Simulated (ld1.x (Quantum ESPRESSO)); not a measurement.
# Pseudopotential generation for W: TM, PBEsol

Do these settings give a usable potential? It is generated, then checked for transferability, scattering, ghosts and hardness.

Program: ld1.x (Quantum ESPRESSO) 7.5. Reference atom: PBEsol, scalar-relativistic, spherical and spin-unpolarised. All values are calculated.

### Step 1. Starting point

The settings as typed:

```
element                 : tungsten (W, Z = 74)
type                    : norm-conserving Troullier–Martins (Kleinman–Bylander form)
frozen core             : [Xe] 4f14
valence charge          : 6
reference configuration : 5d5 6s1 6p0
partial waves           : 6s (bound): rc 2.60 bohr; 6p (bound, empty): rc 4.20 bohr; 5d (bound): rc 2.00 bohr
local potential         : the d channel
core correction         : Bessel-smoothed model core inside 1.25 bohr
```

An earlier all-electron run gives the scale for the radii.

All-electron outer shells of the reference configuration (PBEsol, scalar-relativistic, ld1.x):

| shell | level (eV) | outermost node (bohr) | outermost maximum (bohr) |
| --- | --- | --- | --- |
| 5p | -41.42 | 0.57 | 1.09 |
| 4f | -31.27 | – | 0.43 |
| 6s | -5.18 | 1.28 | 2.71 |
| 5d | -3.34 | 0.63 | 1.52 |
| 6p | -1.10 | 1.55 | 3.89 |

### Step 2. Generation

Contents of W.in:

```
 &input
   title='W', zed=74., rel=1, dft='PBESOL', iswitch=3,
   config='[Xe] 4f14 5d5 6s1 6p0',
   nld=3, rlderiv=4.55, eminld=-2.0, emaxld=5.0, deld=0.02
 /
 &inputp
   pseudotype=2, tm=.true., lloc=2,
   nlcc=.true., new_core_ps=.true., rcore=1.25,
   file_pseudopw='W.UPF', file_wfcaegen='ae.wfc', file_wfcncgen='nc.wfc', file_beta='beta', file_chi='chi'
 /
3
6S  1  0   1.00   0.00  2.60  2.60  0.0
6P  2  1   0.00   0.00  4.20  4.20  0.0
5D  3  2   5.00   0.00  2.00  2.00  0.0
 &test
   configts(1)='5d5 6s1 6p0'
 /
```

Started as:

```console
$ ld1.x < W.in > W.out
```

Output in W.out (without the banner and most projector matrices):

```text
     Program LD1 v.7.5
     --------------------------- All-electron run ----------------------------

     W
     scalar relativistic calculation

     atomic number is 74.00
     dft =PBESOL   lsd =0 sic =0 latt =0  beta=0.20 tr2=1.0E-14
     Exchange-correlation= PBESOL
                           (   1   4  10   8   0   0   0)
     mesh =1273 r(mesh) =  99.08072 a.u. xmin = -7.00 dx = 0.01250
     1 Ry =  13.60569312 eV, c = 137.03599908

     n l     nl                  e(Ry)          e(Ha)          e(eV)
     1 0     1S 1( 2.00)     -5106.0010     -2553.0005    -69470.6821
     2 0     2S 1( 2.00)      -881.1809      -440.5905    -11989.0772
     2 1     2P 1( 6.00)      -770.6461      -385.3231    -10485.1749
     3 0     3S 1( 2.00)      -202.8144      -101.4072     -2759.4301
     3 1     3P 1( 6.00)      -170.0880       -85.0440     -2314.1646
     4 0     4S 1( 2.00)       -41.7015       -20.8507      -567.3778
     4 1     4P 1( 6.00)       -30.9666       -15.4833      -421.3225
     3 2     3D 1(10.00)      -132.4474       -66.2237     -1802.0386
     5 0     5S 1( 2.00)        -5.6718        -2.8359       -77.1694
     5 1     5P 1( 6.00)        -3.0442        -1.5221       -41.4184
     4 2     4D 1(10.00)       -17.3672        -8.6836      -236.2928
     4 3     4F 1(14.00)        -2.2981        -1.1490       -31.2666
     5 2     5D 1( 5.00)        -0.2456        -0.1228        -3.3418
     6 0     6S 1( 1.00)        -0.3804        -0.1902        -5.1760
     6 1     6P 1( 0.00)        -0.0811        -0.0406        -1.1035

     final scf error:  9.3E-16 reached in  35 iterations

     Etot =  -32275.424251 Ry,  -16137.712126 Ha, -439129.517774 eV

     Ekin =   35566.813448 Ry,   17783.406724 Ha,  483911.149132 eV
     Encl =  -79828.131353 Ry,  -39914.065676 Ha,-1086117.057765 eV
     Eh   =   12621.955443 Ry,    6310.977722 Ha,  171730.452370 eV
     Exc  =    -636.061789 Ry,    -318.030895 Ha,   -8654.061511 eV

     normalization and overlap integrals

     s(1S/1S) =  1.000000  <r> =   0.0183  <r2> =    0.0005  r(max) =   0.0115
     s(2S/2S) =  1.000000  <r> =   0.0776  <r2> =    0.0071  r(max) =   0.0653
     s(2P/2P) =  1.000000  <r> =   0.0694  <r2> =    0.0059  r(max) =   0.0541
     s(3S/3S) =  1.000000  <r> =   0.2011  <r2> =    0.0462  r(max) =   0.1842
     s(3P/3P) =  1.000000  <r> =   0.2014  <r2> =    0.0470  r(max) =   0.1842
     s(4S/4S) =  1.000000  <r> =   0.4496  <r2> =    0.2282  r(max) =   0.4204
     s(4P/4P) =  1.000000  <r> =   0.4781  <r2> =    0.2600  r(max) =   0.4419
     s(3D/3D) =  1.000000  <r> =   0.1824  <r2> =    0.0390  r(max) =   0.1490
     s(5S/5S) =  1.000000  <r> =   1.0685  <r2> =    1.2838  r(max) =   0.9593
     s(5P/5P) =  1.000000  <r> =   1.2547  <r2> =    1.7890  r(max) =   1.0870
     s(4D/4D) =  1.000000  <r> =   0.5114  <r2> =    0.3032  r(max) =   0.4531
     s(4F/4F) =  1.000000  <r> =   0.6083  <r2> =    0.4658  r(max) =   0.4310
     s(5D/5D) =  1.000000  <r> =   2.1857  <r2> =    5.9629  r(max) =   1.5234
     s(6S/6S) =  1.000000  <r> =   3.2585  <r2> =   12.1689  r(max) =   2.7073
     s(6P/6P) =  1.000000  <r> =   5.1106  <r2> =   31.0143  r(max) =   3.8901

     ------------------------ End of All-electron run ------------------------

     --------------------- Generating NC pseudopotential ---------------------

      Generating local pot.: lloc=2, matching radius rcloc =   2.0000

      Computing core charge for nlcc:

       r > 1.26 : true rho core
      Core charge pseudized with two Bessel functions
      Integrated core pseudo-charge :  18.71

      Wfc   6S  rcut= 2.575  Using Troullier-Martins method

      Wfc   6P  rcut= 4.246  Using Troullier-Martins method

     ------------------- End of pseudopotential generation -------------------

     [... the all-electron block is printed once more ...]


     Computing logarithmic derivative in   4.54808
     Computing logarithmic derivative in   4.54808
     Computing the partial wave expansion
     R is outside the sphere for l=    0 j= 0.00
     R is outside the sphere for l=    1 j= 0.00
       no projector for channel:   2

     ---------------------- Testing the pseudopotential ----------------------

     W
     scalar relativistic calculation

     atomic number is 74.00   valence charge is  6.00
     dft =PBESOL   lsd =0 sic =0 latt =0  beta=0.20 tr2=1.0E-14
     mesh =1273 r(mesh) =  99.08072 xmin = -7.00 dx = 0.01250

     n l     nl             e AE (Ry)        e PS (Ry)    De AE-PS (Ry)
     3 2     5D   1( 5.00)       -0.24561       -0.24561        0.00000
     1 0     6S   1( 1.00)       -0.38043       -0.38043        0.00000
     2 1     6P   1( 0.00)       -0.08111       -0.08111        0.00000

     eps = 3.0E-15  iter =  9

     Etot =  -32275.424251 Ry,  -16137.712126 Ha, -439129.517774 eV
     Etotps =   -50.844119 Ry,     -25.422059 Ha,    -691.769474 eV

     Ekin =      14.816120 Ry,       7.408060 Ha,     201.583582 eV
     Encl =     -38.559789 Ry,     -19.279895 Ha,    -524.632657 eV
     Ehrt =      13.970665 Ry,       6.985333 Ha,     190.080584 eV
     Ecxc =     -41.472816 Ry,     -20.736408 Ha,    -564.266401 eV
     (Ecc =     -35.832719 Ry,     -17.916359 Ha,    -487.528974 eV)
     Epseu=       0.401701 Ry,       0.200850 Ha,       5.465417 eV

     ---------------------- End of pseudopotential test ----------------------
```

Wall time 4 s (1 thread of Intel Xeon 6975P-C, shared host). This counts the later configuration tests of the new file too.

All-electron and pseudo partial waves u(r) = r·R(r), from the program's wave files:

| r (bohr) | 6p AE | 6p PS | 5d AE | 5d PS |
| --- | --- | --- | --- | --- |
| 0.210 | -0.0241 | 0.0028 | 0.0041 | 0.0113 |
| 0.420 | 0.0987 | 0.0110 | -0.3029 | 0.0807 |
| 0.630 | -0.0567 | 0.0248 | -0.0053 | 0.2254 |
| 0.840 | -0.1694 | 0.0439 | 0.3402 | 0.4098 |
| 1.050 | -0.1790 | 0.0682 | 0.5661 | 0.5740 |
| 1.260 | -0.1217 | 0.0977 | 0.6789 | 0.6769 |
| 1.470 | -0.0352 | 0.1318 | 0.7155 | 0.7148 |
| 1.680 | 0.0575 | 0.1701 | 0.7071 | 0.7070 |
| 1.890 | 0.1449 | 0.2115 | 0.6744 | 0.6744 |
| 2.100 | 0.2220 | 0.2549 | 0.6302 | 0.6302 |
| 2.310 | 0.2872 | 0.2986 | 0.5817 | 0.5817 |
| 2.520 | 0.3408 | 0.3405 | 0.5326 | 0.5326 |
| 2.730 | 0.3835 | 0.3787 | 0.4853 | 0.4853 |
| 2.940 | 0.4165 | 0.4114 | 0.4405 | 0.4405 |
| 3.150 | 0.4409 | 0.4373 | 0.3988 | 0.3988 |
| 3.360 | 0.4578 | 0.4560 | 0.3603 | 0.3603 |
| 3.570 | 0.4682 | 0.4676 | 0.3249 | 0.3249 |
| 3.780 | 0.4731 | 0.4730 | 0.2926 | 0.2926 |
| 3.990 | 0.4734 | 0.4734 | 0.2631 | 0.2631 |
| 4.200 | 0.4699 | 0.4699 | 0.2364 | 0.2364 |
| 4.410 | 0.4633 | 0.4633 | 0.2121 | 0.2121 |
| 4.620 | 0.4543 | 0.4543 | 0.1903 | 0.1903 |
| 4.830 | 0.4433 | 0.4433 | 0.1706 | 0.1706 |
| 5.040 | 0.4311 | 0.4311 | 0.1529 | 0.1529 |
| 5.250 | 0.4178 | 0.4178 | 0.1370 | 0.1370 |
| 5.460 | 0.4038 | 0.4038 | 0.1228 | 0.1228 |

### Step 3. Testing the new file in other configurations

Contents of W.test.in:

```
 &input
   title='W', zed=74., rel=1, dft='PBESOL', iswitch=2,
   config='[Xe] 4f14 5d5 6s1 6p0'
 /
 &test
   file_pseudo='W.UPF', nconf=8,
   configts(1)='5d5 6s1 6p0',
   configts(2)='5d4 6s2 6p0',
   configts(3)='5d4 6s1 6p0',
   configts(4)='5d4 6s0 6p0',
   configts(5)='5d4 6s1 6p1',
   configts(6)='5d4 6s0 6p1',
   configts(7)='5d3 6s2 6p1',
   configts(8)='5d4 6s0 6p2'
 /
```

Started as:

```console
$ ld1.x < W.test.in > W.test.out
```

W.test.out, the pseudopotential blocks, each with the warnings that came before it:

```text
     ---------------------- Testing the pseudopotential ----------------------

     W
     scalar relativistic calculation

     atomic number is 74.00   valence charge is  6.00
     dft =PBESOL   lsd =0 sic =0 latt =0  beta=0.20 tr2=1.0E-14
     mesh =1273 r(mesh) =  99.08072 xmin = -7.00 dx = 0.01250

     n l     nl             e AE (Ry)        e PS (Ry)    De AE-PS (Ry)
     3 2     5D   1( 5.00)       -0.24561       -0.24561        0.00000
     1 0     6S   1( 1.00)       -0.38043       -0.38043        0.00000
     2 1     6P   1( 0.00)       -0.08111       -0.08111        0.00000

     eps = 3.7E-15  iter =  9

     Etot =  -32275.424251 Ry,  -16137.712126 Ha, -439129.517774 eV
     Etotps =   -50.844119 Ry,     -25.422059 Ha,    -691.769474 eV

     Ekin =      14.816120 Ry,       7.408060 Ha,     201.583583 eV
     Encl =     -38.559789 Ry,     -19.279895 Ha,    -524.632658 eV
     Ehrt =      13.970665 Ry,       6.985333 Ha,     190.080585 eV
     Ecxc =     -41.472816 Ry,     -20.736408 Ha,    -564.266401 eV
     (Ecc =     -35.832719 Ry,     -17.916359 Ha,    -487.528974 eV)
     Epseu=       0.401701 Ry,       0.200850 Ha,       5.465417 eV

     ---------------------- End of pseudopotential test ----------------------

     Warning: n=2, l=1 expected 0 nodes, found 1
     ---------------------- Testing the pseudopotential ----------------------

     W
     [...]
     n l     nl             e AE (Ry)        e PS (Ry)    De AE-PS (Ry)
     3 2     5D   1( 4.00)       -0.33160       -0.33701        0.00541  !
     1 0     6S   1( 2.00)       -0.42231       -0.41988       -0.00243
     2 1     6P   1( 0.00)       -0.09787       -0.09787        0.00000

     eps = 4.4E-17  iter =  9

     Etot =  -32275.537659 Ry,  -16137.768830 Ha, -439131.060774 eV
     Etotps =   -50.954310 Ry,     -25.477155 Ha,    -693.268705 eV
     dEtot_ae =      -0.113408 Ry
     dEtot_ps =      -0.110191 Ry,   Delta E=      -0.003217 Ry

     [...]
     ---------------------- End of pseudopotential test ----------------------

     ---------------------- Testing the pseudopotential ----------------------

     W
     [...]
     n l     nl             e AE (Ry)        e PS (Ry)    De AE-PS (Ry)
     3 2     5D   1( 4.00)       -0.86540       -0.87044        0.00503  !
     1 0     6S   1( 1.00)       -0.89848       -0.89765       -0.00082
     2 1     6P   1( 0.00)       -0.49824       -0.49824        0.00000

     eps = 1.6E-15  iter =  7

     Etot =  -32274.881712 Ry,  -16137.440856 Ha, -439122.136148 eV
     Etotps =   -50.299864 Ry,     -25.149932 Ha,    -684.364510 eV
     dEtot_ae =       0.542540 Ry
     dEtot_ps =       0.544255 Ry,   Delta E=      -0.001715 Ry

     [...]
     ---------------------- End of pseudopotential test ----------------------

     ---------------------- Testing the pseudopotential ----------------------

     W
     [...]
     n l     nl             e AE (Ry)        e PS (Ry)    De AE-PS (Ry)
     3 2     5D   1( 4.00)       -1.46302       -1.46929        0.00627  !
     1 0     6S   1( 0.00)       -1.41469       -1.41770        0.00301
     2 1     6P   1( 0.00)       -0.94600       -0.94600        0.00000

     eps = 3.8E-15  iter =  7

     Etot =  -32273.728137 Ry,  -16136.864069 Ha, -439106.440968 eV
     Etotps =   -49.145103 Ry,     -24.572551 Ha,    -668.653190 eV
     dEtot_ae =       1.696114 Ry
     dEtot_ps =       1.699016 Ry,   Delta E=      -0.002902 Ry

     [...]
     ---------------------- End of pseudopotential test ----------------------

     BEWARE! Errors in PS-KS equations
     Warning: n=1, l=0 expected 0 nodes, found 1
     ---------------------- Testing the pseudopotential ----------------------

     W
     [...]
     n l     nl             e AE (Ry)        e PS (Ry)    De AE-PS (Ry)
     3 2     5D   1( 4.00)       -0.43573       -0.87044        0.43471  !
     1 0     6S   1( 1.00)       -0.49930       -0.89765        0.39835  !
     2 1     6P   1( 1.00)       -0.15561       -0.15561        0.00000

     eps = 5.4E-15  iter = 41

     Etot =  -32275.203576 Ry,  -16137.601788 Ha, -439126.515338 eV
     Etotps =   -50.455471 Ry,     -25.227736 Ha,    -686.481661 eV
     dEtot_ae =       0.220675 Ry
     dEtot_ps =       0.388647 Ry,   Delta E=      -0.167972 Ry

     [...]
     ---------------------- End of pseudopotential test ----------------------

     BEWARE! Errors in PS-KS equations
     ---------------------- Testing the pseudopotential ----------------------

     W
     [...]
     n l     nl             e AE (Ry)        e PS (Ry)    De AE-PS (Ry)
     3 2     5D   1( 4.00)       -0.95881       -1.46929        0.51048  !
     1 0     6S   1( 0.00)       -0.96567       -0.96567        0.00000
     2 1     6P   1( 1.00)       -0.55585       -0.55585        0.00000

     eps = 5.8E-15  iter = 21

     Etot =  -32274.476703 Ry,  -16137.238351 Ha, -439116.625724 eV
     Etotps =   -49.700955 Ry,     -24.850477 Ha,    -676.215940 eV
     dEtot_ae =       0.947548 Ry
     dEtot_ps =       1.143164 Ry,   Delta E=      -0.195615 Ry

     [...]
     ---------------------- End of pseudopotential test ----------------------

     BEWARE! Errors in PS-KS equations
     Warning: n=3, l=2 expected 0 nodes, found 1
     ---------------------- Testing the pseudopotential ----------------------

     W
     [...]
     n l     nl             e AE (Ry)        e PS (Ry)    De AE-PS (Ry)
     3 2     5D   1( 3.00)       -0.54112       -0.00000       -0.54112  !
     1 0     6S   1( 2.00)       -0.54702       -0.06719       -0.47983  !
     2 1     6P   1( 1.00)       -0.17474       -0.17474        0.00000

     eps = 7.7E-15  iter = 54

     Etot =  -32275.238864 Ry,  -16137.619432 Ha, -439126.995461 eV
     Etotps =   -37.691951 Ry,     -18.845976 Ha,    -512.825123 eV
     dEtot_ae =       0.185387 Ry
     dEtot_ps =      13.152167 Ry,   Delta E=     -12.966781 Ry

     [...]
     ---------------------- End of pseudopotential test ----------------------

     BEWARE! Errors in PS-KS equations
     ---------------------- Testing the pseudopotential ----------------------

     W
     [...]
     n l     nl             e AE (Ry)        e PS (Ry)    De AE-PS (Ry)
     3 2     5D   1( 4.00)       -0.52764       -1.46929        0.94165  !
     1 0     6S   1( 0.00)       -0.56339       -0.56339        0.00000
     2 1     6P   1( 2.00)       -0.20261       -0.20261        0.00000

     eps = 7.7E-15  iter = 44

     Etot =  -32274.851296 Ry,  -16137.425648 Ha, -439121.722325 eV
     Etotps =   -49.550319 Ry,     -24.775160 Ha,    -674.166436 eV
     dEtot_ae =       0.572955 Ry
     dEtot_ps =       1.293799 Ry,   Delta E=      -0.720844 Ry

     [...]
     ---------------------- End of pseudopotential test ----------------------
```

4 tests gave no usable energy difference (5d4 6s1 6p1; 5d4 6s0 6p1; 5d3 6s2 6p1; 5d4 6s0 6p2).

The tests as a table, with energies relative to 5d5 6s1 6p0. A star marks tests that logged a warning.

| valence configuration | charge | ΔE all-electron (eV) | error AE − PS (meV) |
| --- | --- | --- | --- |
| 5d4 6s2 6p0 * | 0 | -1.543 | -44 |
| 5d4 6s1 6p0 | +1 | 7.382 | -23 |
| 5d4 6s0 6p0 | +2 | 23.077 | -39 |

### Step 4. Does it scatter like the atom?

Taken from the files of the generation run. The phase is arctan(r·u′/u) with u = r·R, unwrapped, with energies in Ry. A pole is an energy at which the radial function vanishes at the test radius. The pseudo phase is shifted by a multiple of π to meet the all-electron one at the reference energy. Levels narrower than the energy grid can be missing from the poles. The last column is the largest difference on the grid between −1 and +1 Ry.

| channel | radius (bohr) | reference (Ry) | poles AE | poles PS | window around the reference with phases within 0.05 rad (Ry) | largest difference near zero (rad) |
| --- | --- | --- | --- | --- | --- | --- |
| s | 4.55 | -0.38 | -0.17, 2.25 | -0.17, 2.13, 4.96 | below 0.7 | 0.116 |
| p | 4.55 | -0.08 | 0.44, 3.07 | -0.49, 0.45, 2.95 | -0.5 to 1.5 | 3.139 |
| d | 4.55 | -0.25 | -0.19, 1.56, 4.54 | -0.19, 1.56, 4.50 | below 2.8 | 0.004 |

Phases (rad) along the scan:

| E (Ry) | p AE | p PS | s AE | s PS |
| --- | --- | --- | --- | --- |
| -2.00 | 1.407 | 4.548 | 1.400 | 1.400 |
| -1.52 | 1.378 | 4.519 | 1.366 | 1.366 |
| -1.04 | 1.327 | 4.467 | 1.291 | 1.291 |
| -0.56 | 1.188 | 4.314 | 0.725 | 0.724 |
| -0.08 | -0.415 | -0.415 | -1.635 | -1.636 |
| 0.40 | -1.551 | -1.547 | -1.882 | -1.886 |
| 0.88 | -1.738 | -1.731 | -3.090 | -3.206 |
| 1.36 | -2.142 | -2.115 | -4.467 | -4.491 |
| 1.84 | -4.255 | -4.261 | -4.644 | -4.660 |
| 2.32 | -4.586 | -4.596 | -4.722 | -4.743 |
| 2.80 | -4.679 | -4.691 | -4.786 | -4.829 |
| 3.28 | -4.736 | -4.755 | -4.879 | -5.088 |
| 3.76 | -4.792 | -4.834 | -5.219 | -7.443 |
| 4.24 | -4.885 | -5.078 | -7.383 | -7.750 |
| 4.72 | -5.291 | -7.362 | -7.705 | -7.828 |

### Step 5. Plane-wave convergence, by spherical Bessel functions

This step uses the generator's waves and projectors in a separate script. Basis: spherical Bessel functions vanishing at 20 bohr, q² up to the cutoff; potential fixed at the reference.

All-electron valence levels (Ry): 6s -0.3804, 6p -0.0811, 5d -0.2456. The lowest levels of each channel (Ry) by cutoff; the last column sums, over occupied levels, occupation times the distance from the level at 400 Ry. A positive value at high cutoff is not a bound level.

| cutoff (Ry) | s #1 | s #2 | p #1 | p #2 | d #1 | f #1 | Σ f·Δε (mRy) |
| --- | --- | --- | --- | --- | --- | --- | --- |
| 8 | -1.8704 | -0.3760 | -0.0811 | 0.0502 | -0.0303 | 0.1075 | 1081.1 |
| 12 | -2.9525 | -0.3790 | -0.0811 | 0.0302 | -0.1301 | 0.1075 | 578.9 |
| 18 | -3.3986 | -0.3803 | -0.3637 | -0.0811 | -0.2155 | 0.1075 | 150.6 |
| 25 | -3.4499 | -0.3803 | -0.4716 | -0.0811 | -0.2395 | 0.1075 | 30.8 |
| 30 | -3.4530 | -0.3804 | -0.4836 | -0.0811 | -0.2444 | 0.1075 | 6.3 |
| 35 | -3.4530 | -0.3804 | -0.4856 | -0.0811 | -0.2454 | 0.1075 | 0.9 |
| 45 | -3.4534 | -0.3804 | -0.4857 | -0.0811 | -0.2456 | 0.1075 | 0.2 |
| 400 | -3.4539 | -0.3804 | -0.4860 | -0.0811 | -0.2456 | 0.1075 | 0.0 |

The sum stays within 10 mRy from 30 Ry and within 1 mRy from 35 Ry. The sum leaves out empty levels, which can need more. Ghost test: ghost states, bound below the all-electron valence or empty levels of the same l: s at -47.0 eV, p at -6.6 eV.

### Step 6. What came out

| quantity | value |
| --- | --- |
| cutoffs for 10 and 1 mRy, occupied levels | 30 Ry and 35 Ry |
| bound ghosts | s at -46.99 eV, p at -6.61 eV |
| largest test error (AE − PS) | -44 meV, for 5d4 6s2 6p0 (one of 5 tests with a warning) (4 tests unsolved) |
| largest phase difference near zero energy, channels read | 3.139 rad |

**Reading.** A bound ghost (s, p) makes it unfit for use: electrons can fall into a state that the atom doesn't have. By total energies transferability is fair where solved: the largest error is 44 meV on 1.5 eV, for 5d4 6s2 6p0. Of the tests 4 gave no usable energy difference, which is a warning in itself. The potential is soft on the atom at that tolerance: the looser tolerance needs 30 Ry. The slowest occupied level is 5d: taken alone it needs 35 Ry to come within 1 mRy, against 15 Ry for 6s. Near zero energy the largest phase difference among the channels read is 3.14 rad, in the p channel. A step near π is an extra or missing state, not a misfit of shape. The pseudo curves have a pole with no partner nearby in the atom's: p at -0.49 Ry.
